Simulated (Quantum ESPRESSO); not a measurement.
Cu:

```xyz
1
Lattice="1.6400 2.3193 0.0000 -1.6400 2.3193 0.0000 0.0000 2.3193 1.8000" Properties=species:S:1:pos:R:3 pbc="T T T"
Cu    0.0000    0.0000    0.0000
```

The cell was built by a generator and needn't be a form met in nature.

Base run:

```yaml
Program: Quantum ESPRESSO 7.5
Functional: LDA
Potentials_or_basis: GBRV 1.5 LDA
Cutoff: 762 eV
Density_cutoff: 6095 eV
k_mesh: 16 × 16 × 16
Occupations: methfessel-paxton, width 0.1 eV
Spin: no spin polarisation
```

Its results: band gap on the k mesh none (metal or under the smearing width); pressure -19.8 GPa.

Problem. The run is repeated on the same cell with these changes: functional from LDA to PBEsol; potentials or basis from GBRV 1.5 LDA to GBRV 1.5 PBEsol. What comes out?

Solution. Band gap on the k mesh none (metal or under the smearing width); pressure -15.2 GPa.

Caveats: so large a pressure means that the cell lies far from this level's equilibrium, or that cutoff or potentials fall short.
